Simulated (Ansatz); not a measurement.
**LaPb3: response to strain**

LaPb3 is deformed so: equal xy, yz and zx engineering shear strains of +1 %. What stress and forces result, by LAPW, PAW and all-electron datasets made for the crystal?

Method: DFT PBEsol, scalar-relativistic, in Ansatz 0.2.0.

### 1 The starting structure

It takes space group Pm-3m (No. 221, cubic). Conventional cell: a = 4.906 Å, b = 4.906 Å, c = 4.906 Å, α = 90.00°, β = 90.00°, γ = 90.00°. La (site symmetry m-3m) has 12 Pb at 3.47 Å in its first shell of neighbours. Around Pb (site symmetry 4/mmm) lie 8 Pb at 3.47 Å and 4 La at 3.47 Å.

As a file:

```
La Pb
1.0
     4.90600    0.00000    0.00000
     0.00000    4.90600    0.00000
     0.00000    0.00000    4.90600
La Pb
1 3
Direct
  0.00000 0.00000 0.00000
  0.00000 0.50000 0.50000
  0.50000 0.00000 0.50000
  0.50000 0.50000 0.00000
```

Atoms are numbered in the order of the input: La1, Pb2, Pb3, Pb4.

### 2 The deformed structure

Space group Pm-3m before, R-3m after.

### 3 All-electron LAPW

Contents of input.yaml:

```yaml
crystal:
  lattice:
    - [4.906, 0.02453, 0.02453]
    - [0.02453, 4.906, 0.02453]
    - [0.02453, 0.02453, 4.906]
  atoms:
    - { symbol: La, position: [0.0, 0.0, 0.0] }
    - { symbol: Pb, position: [0.0, 0.5, 0.5] }
    - { symbol: Pb, position: [0.5, 0.0, 0.5] }
    - { symbol: Pb, position: [0.5, 0.5, 0.0] }
kpoints:
  mp_grid: { grid: [7, 7, 7] }
  band_path:
    path:
      - [0.0, 0.0, 0.0]
      - [0.5, 0.5, 0.5]
      - [0.5098274679, 0.4901725321, 0.5]
      - [0.5, -0.4901725321, 0.4901725321]
      - [0.5, 0.0, 0.0]
      - [0.0, 0.0, 0.0]
      - [0.4950862661, -0.4950862661, 0.0]
      - [0.5049137339, 0.0, 0.4950862661]
      - [0.5, 0.0, 0.5]
    npoints: 5
scf:
  occupations: { method: fermi_dirac, width: 0.05 }
hamiltonian:
  xc: pbesol
  pseudopotentials: { kind: all_electron, lapw: { basis_error: 0.001 } }
output:
  forces: true
  stress: true
  eigenvalues: true
```

On the command line:

```
$ ansatz run input.yaml --threads 1 --pin off --max-ram 4096MiB --backend cpu --events-out ev --progress --plain --runs-dir out
```

### 4 PAW with frozen cores

Contents of input.yaml:

```yaml
crystal:
  lattice:
    - [4.906, 0.02453, 0.02453]
    - [0.02453, 4.906, 0.02453]
    - [0.02453, 0.02453, 4.906]
  atoms:
    - { symbol: La, position: [0.0, 0.0, 0.0] }
    - { symbol: Pb, position: [0.0, 0.5, 0.5] }
    - { symbol: Pb, position: [0.5, 0.0, 0.5] }
    - { symbol: Pb, position: [0.5, 0.5, 0.0] }
kpoints:
  mp_grid: { grid: [7, 7, 7] }
scf:
  occupations: { method: fermi_dirac, width: 0.05 }
hamiltonian:
  xc: pbesol
  pseudopotentials: { kind: paw }
output:
  forces: true
  stress: true
  eigenvalues: true
  efg: { contact_densities: true }
  write_density: true
  write_potential: true
  elf: true
  volumetric_format: npy
```

### 5 All-electron PAW on datasets made for the crystal

Edit input.yaml of step 4 so:

```diff
@@ -16,3 +16,3 @@
   xc: pbesol
-  pseudopotentials: { kind: paw }
+  pseudopotentials: { kind: all_electron, datasets: crystal }
 output:
@@ -22,5 +22 @@
   efg: { contact_densities: true }
-  write_density: true
-  write_potential: true
-  elf: true
-  volumetric_format: npy
```

(Steps that only read results are left out.)

Before running it: what results should come out? Wanted: pressure; largest shear or deviatoric stress.

The runs gave:

| quantity | value |
| --- | --- |
| pressure | LAPW -0.81, PAW -0.82, crystal datasets -0.81 GPa |
| largest shear or deviatoric stress (LAPW) | 0.33 GPa |

What this shows: The largest part of the stress beyond the pressure is 0.33 GPa in size; the atoms are carried along and not relaxed. No run of the undeformed cell stands beside it, so pressure and stress hold what the given cell had before the change, as far as its symmetry allows. PAW: stress within 0.02 GPa of LAPW. Crystal datasets: stress within 0.01 GPa of LAPW. Spin-orbit coupling is left out, though the cell holds Pb; in elements this heavy it can shift bands and gaps by tenths of an eV.
